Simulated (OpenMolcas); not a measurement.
# CH2BFS (SMILES FB1CS1): levels of theory compared

We compute a comparison of 6 runs (HF/aug-cc-pVDZ, BLYP/aug-cc-pVDZ, M06-L/aug-cc-pVDZ, PBE0/aug-cc-pVDZ, r2SCAN/aug-cc-pVDZ, revPBE/aug-cc-pVDZ) of CH2BFS. 

Program for the calculation: OpenMolcas 26.06.

### 1 The molecule

The species is CH2BFS (6 atoms), meant as a singlet with charge 0. SMILES: `FB1CS1`. The shape is that of a GFN2-xTB optimisation.

Bond lengths: F1–B2 1.308 Å, B2–C3 1.532 Å, B2–S4 1.738 Å, C3–S4 1.878 Å, C3–H5 1.082 Å, C3–H6 1.082 Å. Angles: F1–B2–C3 147.7°, F1–B2–S4 142.5°, C3–B2–S4 69.8°, B2–C3–S4 60.3°, B2–S4–C3 50.0°, B2–C3–H5 122.7°, B2–C3–H6 122.7°, S4–C3–H5 112.7°, S4–C3–H6 112.7°, H5–C3–H6 112.3°.

### 2 Energy and forces at HF/aug-cc-pVDZ (run 1)

Contents of mol.inp:

```
&GATEWAY
 BasLib=$CurrDir
 Coord
 6
 angstrom
 F       -0.311210      -2.095970       0.296400
 B       -0.325700      -0.820760       0.006720
 C        0.383830       0.534770       0.088580
 S       -1.276980       0.403330      -0.778670
 H        1.184490       0.816770      -0.582770
 H        0.345570       1.161860       0.969730
 Basis=aug-cc-pVDZ
 Group=NoSym

&SEWARD

&SCF
 Thresholds=1e-10 1e-07 1e-07 1e-05
 PrOrbitals=1 1

&ALASKA
```

The basis set aug-cc-pVDZ is read from a file made from the Basis Set Exchange's data (not shown).

The run is started by

```console
$ export MOLCAS_MEM=1860
$ pymolcas mol.inp > mol.log
```

Log:

```text
--- Start Module: gateway ---
[...]
--- Stop Module: gateway /rc=_RC_ALL_IS_WELL_ ---
[...]
      Basis functions          114
[...]
--- Start Module: scf ---
[...]
       Convergence after  15 Iterations
[...]
::    Total SCF energy                               -560.7498711731
[...]
      Total spin, S                                     0.0000000000
[...]
      Total electronic charge=   38.000000
      Total            charge=   -0.000000
[...]
      Dipole Moment (debye):
      Origin of the operator (angstrom)=   -0.5813   -0.3625   -0.2334
                   X=  1.2889E+00               Y=  8.0202E-01               Z=  5.1950E-01           Total=  1.6045E+00
      Quadrupole Moment (debye*angstrom):
[...]
--- Stop Module: scf /rc=_RC_ALL_IS_WELL_ ---
[...]
--- Start Module: alaska ---
[...]
 *              Molecular gradients               *
 **************************************************
  Irreducible representation: a
 ------------------------------------------------------------------------------------------
                              X                       Y                       Z
 ------------------------------------------------------------------------------------------
  F1               -2.30054111192435E-03    4.19185246330400E-03   -2.20945553872154E-03
  B2               -4.45164333368275E-03   -2.21767544845619E-03   -1.83371633827001E-03
  C3               -8.07482412572824E-03   -2.91592233386861E-03   -3.72868487919575E-03
  S4                1.62631843400671E-02   -5.02450022420398E-03    9.90368321106949E-03
  H5               -1.51389166247595E-03    3.33071967852111E-03    4.72893237845717E-04
  H6                7.77158936916544E-05    2.63552586464022E-03   -2.60471969278475E-03
 ------------------------------------------------------------------------------------------
--- Stop Module: alaska /rc=_RC_ALL_IS_WELL_ ---
[...]
```

Wall time 20 s (1 thread of Arm Neoverse V1, shared host); peak memory 0.69 GiB.

### 3 Energy and forces at BLYP/aug-cc-pVDZ (run 2)

Contents of mol.inp:

```
>>> EXPORT MOLCAS_PRINT=2
&GATEWAY
BasLib=$CurrDir
Coord
6
angstrom
F       -0.311210      -2.095970       0.296400
B       -0.325700      -0.820760       0.006720
C        0.383830       0.534770       0.088580
S       -1.276980       0.403330      -0.778670
H        1.184490       0.816770      -0.582770
H        0.345570       1.161860       0.969730
Basis=aug-cc-pVDZ
Group=NoSym
&SEWARD
GridInput
Grid=UltraFine
End of Grid
&SCF
KSDFT=BLYP
Thresholds=1e-10 1e-07 1e-07 1e-05
PrOrbitals=1 1
&ALASKA
```

The basis set aug-cc-pVDZ is read from a file made from the Basis Set Exchange's data (not shown).

The run is started by

```console
$ export MOLCAS_MEM=1860
$ pymolcas mol.inp > mol.log
```

Log:

```text
--- Start Module: gateway ---
[...]
--- Stop Module: gateway /rc=_RC_ALL_IS_WELL_ ---
[...]
      Basis functions          114
[...]
--- Start Module: scf ---
[...]
       Convergence after  16 Iterations
[...]
::    Total KS-DFT energy                            -562.2174704309
[...]
      Total spin, S                                     0.0000000000
[...]
      Total electronic charge=   38.000000
      Total            charge=   -0.000000
[...]
      Dipole Moment (debye):
      Origin of the operator (angstrom)=   -0.5813   -0.3625   -0.2334
                   X=  9.3766E-01               Y=  7.0919E-01               Z=  3.4994E-01           Total=  1.2266E+00
      Quadrupole Moment (debye*angstrom):
[...]
--- Stop Module: scf /rc=_RC_ALL_IS_WELL_ ---
[...]
--- Start Module: alaska ---
[...]
 *              Molecular gradients               *
 **************************************************
  Irreducible representation: a
 ------------------------------------------------------------------------------------------
                              X                       Y                       Z
 ------------------------------------------------------------------------------------------
  F1               -1.66042198576100E-03    2.76212682662855E-02   -7.03813412830012E-03
  B2               -7.20325274582079E-03   -1.59273780767499E-02   -3.08726509304691E-04
  C3               -1.20607941516742E-02    3.96460147891986E-03   -7.40363820449286E-03
  S4                3.16519324261080E-02   -9.27822069272111E-03    1.91560747665545E-02
  H5               -1.02352867624622E-02   -1.16743195336391E-03    6.87479356514317E-03
  H6               -4.92176780369502E-04   -5.21283902233353E-03   -1.12803694895616E-02
 ------------------------------------------------------------------------------------------
--- Stop Module: alaska /rc=_RC_ALL_IS_WELL_ ---
[...]
```

Wall time 59 s (1 thread of Arm Neoverse V1, shared host); peak memory 0.69 GiB.

Runs 3 to 5 aren't shown in full; the table further down has their settings and results.

### 4 Energy and forces at revPBE/aug-cc-pVDZ (run 6)

Contents of mol.inp:

```
>>> EXPORT MOLCAS_PRINT=2

&GATEWAY
 BasLib = $CurrDir
 Coord
 6
 angstrom
 F       -0.311210      -2.095970       0.296400
 B       -0.325700      -0.820760       0.006720
 C        0.383830       0.534770       0.088580
 S       -1.276980       0.403330      -0.778670
 H        1.184490       0.816770      -0.582770
 H        0.345570       1.161860       0.969730
 Basis = aug-cc-pVDZ
 Group = NoSym

&SEWARD
 GridInput
 Grid=UltraFine
 End of Grid

&SCF
 KSDFT = revPBE
 Thresholds = 1e-10 1e-07 1e-07 1e-05
 PrOrbitals = 1 2

&ALASKA
```

The basis set aug-cc-pVDZ is read from a file made from the Basis Set Exchange's data (not shown).

The run is started by

```console
$ export MOLCAS_MEM=1860
$ pymolcas mol.inp > mol.log
```

Log:

```text
--- Start Module: gateway ---
[...]
--- Stop Module: gateway /rc=_RC_ALL_IS_WELL_ ---
[...]
      Basis functions          114
[...]
--- Start Module: scf ---
[...]
       Convergence after  16 Iterations
[...]
::    Total KS-DFT energy                            -562.1393579764
[...]
      Total spin, S                                     0.0000000000
[...]
      Total electronic charge=   38.000000
      Total            charge=   -0.000000
[...]
      Dipole Moment (debye):
      Origin of the operator (angstrom)=   -0.5813   -0.3625   -0.2334
                   X=  9.5495E-01               Y=  6.9055E-01               Z=  3.6339E-01           Total=  1.2332E+00
      Quadrupole Moment (debye*angstrom):
[...]
--- Stop Module: scf /rc=_RC_ALL_IS_WELL_ ---
[...]
--- Start Module: alaska ---
[...]
 *              Molecular gradients               *
 **************************************************
  Irreducible representation: a
 ------------------------------------------------------------------------------------------
                              X                       Y                       Z
 ------------------------------------------------------------------------------------------
  F1               -1.57653879314745E-03    3.04391604008227E-02   -7.61592877617501E-03
  B2               -5.99012741958216E-03   -1.67715422218606E-02    5.30801770092015E-04
  C3               -7.84037439878382E-03    3.20296556934441E-03   -4.95462914105627E-03
  S4                2.65255843651850E-02   -9.49970857612570E-03    1.64382028052383E-02
  H5               -1.09745962929395E-02   -1.43868908266165E-03    7.88516185221455E-03
  H6               -1.43947460675697E-04   -5.93218608954205E-03   -1.22836085103057E-02
 ------------------------------------------------------------------------------------------
--- Stop Module: alaska /rc=_RC_ALL_IS_WELL_ ---
[...]
```

It took 58 s on 1 thread of Arm Neoverse V1, shared host; peak memory 0.69 GiB.

### 5 Overview of the runs

| run | level | integration grid | energy (Eh) | dipole moment (D) | HOMO energy (eV) | LUMO energy (eV) | wall time |
| --- | --- | --- | --- | --- | --- | --- | --- |
| 1 | HF/aug-cc-pVDZ | – | -560.749871 | 1.60 | -10.39 | 0.90 | 20 s |
| 2 | BLYP/aug-cc-pVDZ | UltraFine | -562.217470 | 1.23 | -6.37 | -1.40 | 59 s |
| 3 | M06-L/aug-cc-pVDZ | UltraFine | -562.246417 | 1.35 | -6.75 | -1.14 | 83 s |
| 4 | PBE0/aug-cc-pVDZ | UltraFine | -561.947009 | 1.34 | -7.72 | -0.60 | 53 s |
| 5 | r2SCAN/aug-cc-pVDZ | UltraFine | -562.153430 | 1.32 | -6.76 | -1.18 | 84 s |
| 6 | revPBE/aug-cc-pVDZ | UltraFine | -562.139358 | 1.23 | -6.48 | -1.46 | 58 s |

### 6 What came out

| quantity | value |
| --- | --- |
| run 6: total energy | -562.13936 Eh |
| run 6: dipole moment | 1.23 D |
| run 6: HOMO energy | -6.48 eV |
| run 6: LUMO energy | -1.46 eV |
| run 6: HOMO–LUMO gap | 5.02 eV |
| run 6: largest force on an atom | 1.677 eV/Å |

**Reading.** The dipole moment (its size) runs from 1.23 D (BLYP/aug-cc-pVDZ) to 1.60 D (HF/aug-cc-pVDZ). The HOMO–LUMO gap runs from 4.96 eV (BLYP/aug-cc-pVDZ) to 11.29 eV (HF/aug-cc-pVDZ). Exact exchange widens orbital gaps. Totals of different functionals can't be ranked against each other. All runs together took 5.9 min, the longest 84 s.
